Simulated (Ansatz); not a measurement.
# CH7NSSeSi: the cost of one run

Program: Ansatz 0.2.0. Level of theory: RKS PBE/def2-SVP. These are calculated values, not measurements.

**1. The structure to begin with**

Bond lengths: C1–N2 1.396 Å, N2–Si3 1.774 Å, Si3–S4 2.098 Å, Si3–Se5 2.298 Å, C1–H6 1.142 Å, C1–H7 1.124 Å, C1–H8 1.160 Å, N2–H9 1.016 Å, Si3–H10 1.495 Å, S4–H11 1.453 Å, Se5–H12 1.508 Å. Angles (14 of 17 angles, heavy atoms first): C1–N2–Si3 109.5°, N2–Si3–S4 113.5°, N2–Si3–Se5 110.7°, S4–Si3–Se5 108.7°, C1–N2–H9 107.6°, Si3–N2–H9 105.4°, N2–C1–H6 114.0°, N2–C1–H7 111.2°, N2–C1–H8 114.2°, N2–Si3–H10 110.1°, S4–Si3–H10 106.9°, Se5–Si3–H10 106.7°, Si3–S4–H11 93.0°, Si3–Se5–H12 91.7°.

Coordinates:

```xyz
12

C    -1.1028    0.4934   -0.9240
N    -0.3329   -0.6550   -0.7305
Si    0.6553   -0.4661    0.7310
S    -0.4773   -0.2101    2.4785
Se    2.0896    1.3166    0.5165
H    -1.8509    0.6973   -0.0860
H    -1.7333    0.4078   -1.8507
H    -0.4821    1.4621   -1.0727
H     0.3296   -0.7146   -1.4987
H     1.5039   -1.6791    0.9378
H    -1.2207   -1.4410    2.2669
H     2.6985    0.7334   -0.7342
```

**2. Relaxing end A**

File input.yaml:

```yaml
crystal:
  periodic: [false, false, false]
  atoms:
    - { symbol: C, position_ang: [-1.1028, 0.4934, -0.924] }
    - { symbol: "N", position_ang: [-0.3329, -0.655, -0.7305] }
    - { symbol: Si, position_ang: [0.6553, -0.4661, 0.731] }
    - { symbol: S, position_ang: [-0.4773, -0.2101, 2.4785] }
    - { symbol: Se, position_ang: [2.0896, 1.3166, 0.5165] }
    - { symbol: H, position_ang: [-1.8509, 0.6973, -0.086] }
    - { symbol: H, position_ang: [-1.7333, 0.4078, -1.8507] }
    - { symbol: H, position_ang: [-0.4821, 1.4621, -1.0727] }
    - { symbol: H, position_ang: [0.3296, -0.7146, -1.4987] }
    - { symbol: H, position_ang: [1.5039, -1.6791, 0.9378] }
    - { symbol: H, position_ang: [-1.2207, -1.441, 2.2669] }
    - { symbol: H, position_ang: [2.6985, 0.7334, -0.7342] }
basis:
  gaussian: { orbitals: def2-SVP }
hamiltonian:
  xc: pbe
relax:
  f_tol: 0.015
  max_steps: 40
```

Launch:

```sh
$ ansatz run input.yaml --threads 2 --pin off --max-ram 3072MiB --backend cpu --events-out ev --progress --plain --runs-dir out
```

What time and memory should one allow on 2 threads of Intel Xeon 6975P-C (Granite Rapids), shared host?

About 26 s, with a peak of 0.21 GiB.
